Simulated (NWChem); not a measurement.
# Si2H4F2 (SMILES F[SiH2][SiH2]F) at PBE0-D3(BJ)/def2-SVP

Aim: a geometry optimisation of Si2H4F2. 

The calculation is run with NWChem 7.3.0.

### 1 Starting point

Si2H4F2 has 8 atoms, charge 0, and is taken as a singlet. SMILES: `F[SiH2][SiH2]F`. The shape is that of a PBE0-D4/def2-TZVP optimisation. This is one conformer, not always the lowest. The run starts from this shape.

Bond lengths: F1–Si2 1.605 Å, Si2–Si3 2.350 Å, Si3–F4 1.605 Å, Si2–H5 1.485 Å, Si2–H6 1.487 Å, Si3–H7 1.487 Å, Si3–H8 1.485 Å. Some angles: F1–Si2–Si3 110.4°, Si2–Si3–F4 110.4°, F1–Si2–H5 108.0°, F1–Si2–H6 108.1°, Si3–Si2–H5 111.7°, Si3–Si2–H6 109.2°, Si2–Si3–H7 109.2°, Si2–Si3–H8 111.7°, F4–Si3–H7 108.1°, F4–Si3–H8 108.0°.

### 2 A structure relaxation at PBE0-D3(BJ)/def2-SVP

File a.nw:

```
start a
title "F2H4Si2 optimise"
memory total 2200 mb

geometry units angstroms
  F     -1.934800     1.205800    -0.274500
  Si    -0.357800     1.128100     0.012400
  Si     0.358600    -1.109600     0.044100
  F      0.281000    -1.742000    -1.428800
  H      0.340100     1.914200    -1.037000
  H     -0.099800     1.743700     1.341600
  H      1.774800    -1.164000     0.495400
  H     -0.477100    -1.941900     0.946800
end

basis spherical bse
  F library def2-SVP
  Si library def2-SVP
  H library def2-SVP
end

dft
  xc pbe0
  disp vdw 4
  grid fine
  convergence energy 1e-07
  maxiter 100
  mulliken
  print low
end

driver
  maxiter 60
end

freq
  temp 3 298.15 400 700
end

task dft optimize
task dft frequencies
```

Command:

```
$ nwchem a.nw > a.out
```

The program printed:

```text
Northwest Computational Chemistry Package (NWChem) 7.3.0
             --------------------------------------------------------

           Job information
           ---------------

    nwchem branch   = 7.3.0
    use scalapack   = T
    input           = a.nw
    prefix          = a.
    data base       = ./a.db
    status          = startup
    nproc           =        1

           Memory information
           ------------------

    heap     =     72089596 doubles =      550.0 Mbytes
    stack    =     72089601 doubles =      550.0 Mbytes
    global   =    144179200 doubles =     1100.0 Mbytes (distinct from heap & stack)
    total    =    288358397 doubles =     2200.0 Mbytes
    verify   = yes
    hardfail = no

           Directory information
           ---------------------

  0 permanent = .
  0 scratch   = .

                                NWChem Input Module
                                -------------------

                                 F2H4Si2 optimise
                                 ----------------

 Scaling coordinates for geometry "geometry" by  1.889725989
 (inverse scale =  0.529177249)

 C2  symmetry detected

          ------
          auto-z
          ------
  no constraints, skipping    0.0000000000000000
  no constraints, skipping    0.0000000000000000

                             Geometry "geometry" -> ""
                             -------------------------

 Output coordinates in angstroms (scale by  1.889725989 to convert to a.u.)

  No.       Tag          Charge          X              Y              Z
 ---- ---------------- ---------- -------------- -------------- --------------
    1 F                    9.0000    -1.90180733    -0.34066793    -0.83909852
    2 Si                  14.0000    -1.12913395     0.32471575     0.40008360
    3 Si                  14.0000     1.12913395    -0.32471575     0.40008360
[... 4 lines of this table left out ...]
    8 H                    1.0000     1.27744059    -1.79898358     0.29683129

      Atomic Mass
      -----------

      F                 18.998400
      Si                27.976930
      H                  1.007825

 Effective nuclear repulsion energy (a.u.)     221.6050480369

            Nuclear Dipole moment (a.u.)
            ----------------------------
        X                 Y               Z
 ---------------- ---------------- ----------------
     0.0000000000     0.0000000000    -0.0000000000

      Symmetry information
      --------------------

 Group name             C2
 Group number              4
 Group order               2
 No. of unique centers     4

      Symmetry unique atoms

     1    2    5    6

                                Z-matrix (autoz)
                                --------

 Units are Angstrom for bonds and degrees for angles

      Type          Name      I     J     K     L     M      Value
      ----------- --------  ----- ----- ----- ----- ----- ----------
    1 Stretch                  1     2                       1.60478
    2 Stretch                  2     3                       2.34979
    3 Stretch                  2     5                       1.48530
    4 Stretch                  2     6                       1.48737
    5 Stretch                  3     4                       1.60478
    6 Stretch                  3     7                       1.48737
    7 Stretch                  3     8                       1.48530
    8 Bend                     1     2     3               110.37321
    9 Bend                     1     2     5               108.04660
   10 Bend                     1     2     6               108.06820
   11 Bend                     2     3     4               110.37321
   12 Bend                     2     3     7               109.22060
   13 Bend                     2     3     8               111.73320
   14 Bend                     3     2     5               111.73320
   15 Bend                     3     2     6               109.22060
   16 Bend                     4     3     7               108.06820
   17 Bend                     4     3     8               108.04660
   18 Bend                     5     2     6               109.31911
   19 Bend                     7     3     8               109.31911
   20 Torsion                  1     2     3     4          69.08474
   21 Torsion                  1     2     3     7        -172.23978
   22 Torsion                  1     2     3     8         -51.16586
   23 Torsion                  4     3     2     5         -51.16586
   24 Torsion                  4     3     2     6        -172.23978
   25 Torsion                  5     2     3     7          67.50962
   26 Torsion                  5     2     3     8        -171.41646
   27 Torsion                  6     2     3     7         -53.56430
   28 Torsion                  6     2     3     8          67.50962

            XYZ format geometry
            -------------------
     8
 geometry
 F                    -1.90180733    -0.34066793    -0.83909852
 Si                   -1.12913395     0.32471575     0.40008360
 Si                    1.12913395    -0.32471575     0.40008360
[... 4 lines of this table left out ...]
 H                     1.27744059    -1.79898358     0.29683129

[... 170 lines left out ...]
         Total DFT energy =     -780.390794579013
[... 55 lines left out ...]
@ ---- ---------------- -------- -------- -------- -------- -------- --------
[... 60 lines left out ...]
           Coulomb energy =      585.391282472495
[... 78 lines left out ...]
            Nuclear Dipole moment (a.u.)
[... 53 lines left out ...]
    Exchange-Corr. energy =      -63.883038983732
[... 112 lines left out ...]
      One electron energy =    -1521.704122545040
[... 43 lines left out ...]
 new step= 2.12                   predicted energy=   -780.391738
[... 88 lines left out ...]
           Coulomb energy =      585.176806931554
[... 110 lines left out ...]
         Total DFT energy =     -780.391741131776
[... 43 lines left out ...]
     step= 1.00 grad=-3.7D-06 hess= 7.5D-07 energy=   -780.391741 mode=accept
[... 76 lines left out ...]
@    3    -780.39174113 -2.9D-06  0.00015  0.00008  0.00238  0.00394     27.3
[... 59 lines left out ...]
    Exchange-Corr. energy =      -63.882447959050
[... 100 lines left out ...]
  The DFT is already converged
[... 73 lines left out ...]
      One electron energy =    -1522.277470655977
[... 43 lines left out ...]
 new step= 1.00                   predicted energy=   -780.391746
[... 125 lines left out ...]
   convergence    iter        energy       DeltaE   RMS-Dens  Diis-err    time
[... 9 lines left out ...]
 Nuclear repulsion energy =      220.346153578139
[... 101 lines left out ...]
         Total DFT energy =   -780.391746918269
[... 68 lines left out ...]
           Coulomb energy =      585.391036790736
[... 74 lines left out ...]
            Nuclear Dipole moment (a.u.)
[... 91 lines left out ...]
         Total DFT energy =     -780.391747870235
[... 43 lines left out ...]
     step= 1.00 grad=-5.4D-07 hess= 1.4D-07 energy=   -780.391748 mode=accept
[... 72 lines left out ...]
@    8    -780.39174787 -3.9D-07  0.00009  0.00003  0.00263  0.00501     45.9
[... 54 lines left out ...]
    Exchange-Corr. energy =      -63.882014714720
[... 96 lines left out ...]
  The DFT is already converged
[... 69 lines left out ...]
      One electron energy =    -1522.073412287978
[... 43 lines left out ...]
 new step= 1.00                   predicted energy=   -780.391748
[... 116 lines left out ...]
   convergence    iter        energy       DeltaE   RMS-Dens  Diis-err    time
[... 9 lines left out ...]
 Nuclear repulsion energy =      220.254305917771
[... 96 lines left out ...]
         Total DFT energy =   -780.391748531185
[... 67 lines left out ...]
           Coulomb energy =      585.327898898096
[... 73 lines left out ...]
            Nuclear Dipole moment (a.u.)
[... 60 lines left out ...]
@   12    -780.39174858 -5.0D-08  0.00002  0.00001  0.00057  0.00101     60.3
[... 154 lines left out ...]
      One electron energy =    -1522.095467098047
[... 67 lines left out ...]
       Convergence  1.0D-04
[... 17 lines left out ...]
 d_dipole_x/<atom=   1,y> =    -0.1271     [   -0.6103]
[... 4 lines left out ...]
 d_dipole_x/<atom=   3,x> =     1.3493     [    6.4812]
[... 4 lines left out ...]
 d_dipole_x/<atom=   4,z> =     0.2850     [    1.3690]
[... 4 lines left out ...]
 d_dipole_x/<atom=   6,y> =     0.0157     [    0.0755]
[... 4 lines left out ...]
 d_dipole_x/<atom=   8,x> =    -0.3126     [   -1.5013]
[... 5 lines left out ...]
 d_dipole_y/<atom=   1,y> =    -0.4600     [   -2.2094]
[... 4 lines left out ...]
 d_dipole_y/<atom=   3,x> =    -0.0080     [   -0.0383]
[... 4 lines left out ...]
 d_dipole_y/<atom=   4,z> =     0.1433     [    0.6884]
[... 4 lines left out ...]
 d_dipole_y/<atom=   6,y> =    -0.2186     [   -1.0498]
[... 4 lines left out ...]
 d_dipole_y/<atom=   8,x> =     0.0994     [    0.4776]
[... 5 lines left out ...]
 d_dipole_z/<atom=   1,y> =    -0.1596     [   -0.7664]
[... 4 lines left out ...]
 d_dipole_z/<atom=   3,x> =    -0.1807     [   -0.8680]
[... 4 lines left out ...]
 d_dipole_z/<atom=   4,z> =    -0.7020     [   -3.3718]
[... 4 lines left out ...]
 d_dipole_z/<atom=   6,y> =     0.0211     [    0.1016]
[... 4 lines left out ...]
 d_dipole_z/<atom=   8,x> =     0.0058     [    0.0277]
[... 187 lines left out ...]
          MASS-WEIGHTED PROJECTED HESSIAN (Hartree/Bohr/Bohr/Kamu)
[... 2 lines left out ...]
               1            2            3            4            5            6            7            8            9           10
   ----- ----- ----- ----- -----
    1    4.84468D+00
    2    3.51472D+00  4.34715D+00
    3    6.15786D+00  5.60403D+00  1.10669D+01
    4   -4.21433D+00 -2.50350D+00 -4.45392D+00  1.01398D+01
[... 19 lines of this table left out ...]
   24    2.28681D-01  1.26508D-02  6.65383D-02 -1.87199D-01 -2.23687D-02  3.89725D-01  5.46945D-01 -3.63945D+00 -5.23337D+00  1.25808D-01

              11           12           13           14           15           16           17           18           19           20
   ----- ----- ----- ----- -----
   11    4.34715D+00
   12   -5.60403D+00  1.10670D+01
   13   -3.31358D-01  1.59436D-01  2.07703D+01
   14    2.05167D-01 -2.25594D-01 -1.49234D+01  1.82221D+02
[... 9 lines of this table left out ...]
   24    3.19006D+00  2.37375D-01 -1.15587D-03  2.01790D-01  1.40227D-01 -9.44408D-01  2.29950D-01 -8.34176D-04  1.02216D+00 -1.01101D+01

              21           22           23           24
   ----- ----- ----- ----- -----
   21    1.37987D+02
   22   -2.73385D+00  2.07703D+01
   23   -1.51937D+00 -1.49234D+01  1.82221D+02
   24    6.27903D-01 -3.51111D+00  1.50661D+01  2.34331D+01

 center of mass
 --------------
 x =   0.00000000 y =   0.00000000 z =  -0.10096617

 moments of inertia (a.u.)
 ------------------
         214.049130170981          -9.978305316893           0.000000000000
          -9.978305316893         924.004268113859           0.000000000000
           0.000000000000           0.000000000000         839.999704785647

 Rotational Constants
 --------------------
 A=   0.281429 cm-1  (  0.404905 K)
 B=   0.071667 cm-1  (  0.103110 K)
 C=   0.065142 cm-1  (  0.093722 K)

 Temperature                      =   298.15K
 frequency scaling parameter      =   1.0000

 Zero-Point correction to Energy  =   25.175 kcal/mol  (  0.040118 au)
 Thermal correction to Energy     =   29.065 kcal/mol  (  0.046318 au)
 Thermal correction to Enthalpy   =   29.657 kcal/mol  (  0.047262 au)

 Total Entropy                    =   78.279 cal/mol-K
   - Translational                =   39.639 cal/mol-K (mol. weight =  97.9820)
   - Rotational                   =   25.221 cal/mol-K (symmetry #  =        2)
   - Vibrational                  =   13.419 cal/mol-K

 Cv (constant volume heat capacity) =   20.224 cal/mol-K
   - Translational                  =    2.979 cal/mol-K
   - Rotational                     =    2.979 cal/mol-K
   - Vibrational                    =   14.265 cal/mol-K

 Temperature                      =   400.00K
 frequency scaling parameter      =   1.0000

 Zero-Point correction to Energy  =   25.175 kcal/mol  (  0.040118 au)
 Thermal correction to Energy     =   31.342 kcal/mol  (  0.049947 au)
 Thermal correction to Enthalpy   =   32.136 kcal/mol  (  0.051213 au)

 Total Entropy                    =   85.403 cal/mol-K
   - Translational                =   41.099 cal/mol-K (mol. weight =  97.9820)
   - Rotational                   =   26.097 cal/mol-K (symmetry #  =        2)
   - Vibrational                  =   18.208 cal/mol-K

 Cv (constant volume heat capacity) =   24.288 cal/mol-K
   - Translational                  =    2.979 cal/mol-K
   - Rotational                     =    2.979 cal/mol-K
   - Vibrational                    =   18.329 cal/mol-K

 Temperature                      =   700.00K
 frequency scaling parameter      =   1.0000

 Zero-Point correction to Energy  =   25.175 kcal/mol  (  0.040118 au)
 Thermal correction to Energy     =   39.828 kcal/mol  (  0.063469 au)
 Thermal correction to Enthalpy   =   41.218 kcal/mol  (  0.065685 au)

 Total Entropy                    =  102.159 cal/mol-K
   - Translational                =   43.878 cal/mol-K (mol. weight =  97.9820)
   - Rotational                   =   27.764 cal/mol-K (symmetry #  =        2)
   - Vibrational                  =   30.517 cal/mol-K

 Cv (constant volume heat capacity) =   31.431 cal/mol-K
   - Translational                  =    2.979 cal/mol-K
   - Rotational                     =    2.979 cal/mol-K
   - Vibrational                    =   25.472 cal/mol-K

          -------------------------------------------------
          NORMAL MODE EIGENVECTORS IN CARTESIAN COORDINATES
          -------------------------------------------------
             (Projected Frequencies expressed in cm-1)

                    1           2           3           4           5           6

 P.Frequency       -0.00        0.00        0.00        0.00        0.00        0.00

           1     0.00484     0.03877    -0.03898    -0.03672    -0.09357     0.00911
[... 22 lines of this table left out ...]
          24     0.15767     0.08884    -0.03197     0.18567    -0.05747     0.01123

                    7           8           9          10          11          12

 P.Frequency       60.49      122.50      185.89      410.91      448.59      546.39

           1    -0.07456    -0.12532     0.09204    -0.02269    -0.04240     0.01497
[... 22 lines of this table left out ...]
          24    -0.20069     0.13558    -0.14293    -0.10483    -0.15912     0.25422

                   13          14          15          16          17          18

 P.Frequency      732.64      743.42      849.98      854.34      870.92      937.33

           1     0.00261    -0.01295    -0.02518    -0.03564    -0.04566    -0.02676
[... 22 lines of this table left out ...]
          24     0.39441     0.32862    -0.16474     0.22984    -0.17786     0.41230

                   19          20          21          22          23          24

 P.Frequency      938.01      949.54     2227.95     2239.28     2247.98     2252.21

           1    -0.04734    -0.00305     0.00046    -0.00001    -0.00013     0.00027
[... 22 lines of this table left out ...]
          24    -0.19957     0.38295     0.03008    -0.01317    -0.06461     0.06058

 ----------------------------------------------------------------------------
 Normal Eigenvalue ||    Projected Derivative Dipole Moments (debye/angs)
  Mode   [cm**-1]  ||      [d/dqX]             [d/dqY]           [d/dqZ]
 ------ ---------- || ------------------ ------------------ -----------------
    1       -0.000 ||      -0.015               0.164             0.000
    2        0.000 ||      -0.085              -0.041            -0.000
    3        0.000 ||       0.008              -0.031             0.000
[... 20 lines of this table left out ...]
   24     2252.211 ||       0.014              -2.072             0.000
 ----------------------------------------------------------------------------

 ----------------------------------------------------------------------------
 Normal Eigenvalue ||           Projected Infra Red Intensities
  Mode   [cm**-1]  || [atomic units] [(debye/angs)**2] [(KM/mol)] [arbitrary]
 ------ ---------- || -------------- ----------------- ---------- -----------
    1       -0.000 ||    0.001181           0.027         1.151       0.215
    2        0.000 ||    0.000383           0.009         0.373       0.070
    3        0.000 ||    0.000045           0.001         0.044       0.008
[... 20 lines of this table left out ...]
   24     2252.211 ||    0.186126           4.294       181.444      33.855
 ----------------------------------------------------------------------------

 vib:animation  F

 Task  times  cpu:      136.9s     wall:      136.9s
 Total times  cpu:      197.2s     wall:      197.2s
```

Run time: 3.3 min. Hardware: 1 thread of Intel Xeon at 2.60GHz (Ice Lake), shared host; peak memory 0.18 GiB.

The path in brief:

```
step  energy from the first frame kept (eV)
   0                                 0.0000
   1                                -0.0253
   2                                -0.0257
   3                                -0.0258
   4                                -0.0259
   5                                -0.0259
   6                                -0.0259
   7                                -0.0259
   8                                -0.0259
   9                                -0.0259
  10                                -0.0260
  11                                -0.0260
  12                                -0.0260
```

After the run. Bond lengths: F1–Si2 1.630 Å, Si2–Si3 2.345 Å, Si3–F4 1.630 Å, Si2–H5 1.491 Å, Si2–H6 1.494 Å, Si3–H7 1.494 Å, Si3–H8 1.491 Å. Some angles: F1–Si2–Si3 109.3°, Si2–Si3–F4 109.3°, F1–Si2–H5 108.5°, F1–Si2–H6 108.3°, Si3–Si2–H5 111.6°, Si3–Si2–H6 109.6°, Si2–Si3–H7 109.6°, Si2–Si3–H8 111.6°, F4–Si3–H7 108.3°, F4–Si3–H8 108.5°.

### 3 What came out

Level: PBE0-D3(BJ)/def2-SVP.

| quantity | value |
| --- | --- |
| total energy at the end | -780.39175 Eh |
| dispersion energy | -12.52 kJ/mol |
| lowest harmonic wavenumber | 60 cm⁻¹ |
| highest harmonic wavenumber | 2252 cm⁻¹ |
| zero-point energy | 105.3 kJ/mol |
| ideal-gas entropy at 298.15 K (symmetry number 2 as used) | 78.3 cal/(mol K) |

**Reading.** At the final geometry: Bond lengths: F1–Si2 1.630 Å, Si2–Si3 2.345 Å, Si3–F4 1.630 Å, Si2–H5 1.491 Å, Si2–H6 1.494 Å, Si3–H7 1.494 Å, Si3–H8 1.491 Å. Some angles: F1–Si2–Si3 109.3°, Si2–Si3–F4 109.3°, F1–Si2–H5 108.5°, F1–Si2–H6 108.3°, Si3–Si2–H5 111.6°, Si3–Si2–H6 109.6°, Si2–Si3–H7 109.6°, Si2–Si3–H8 111.6°, F4–Si3–H7 108.3°, F4–Si3–H8 108.5°. All 18 modes are real, so the shape is a minimum at this level. The optimisation took 13 steps and changed the energy by -0.026 eV. Mulliken charges run from -0.35 on F1 to +0.51 on Si2.
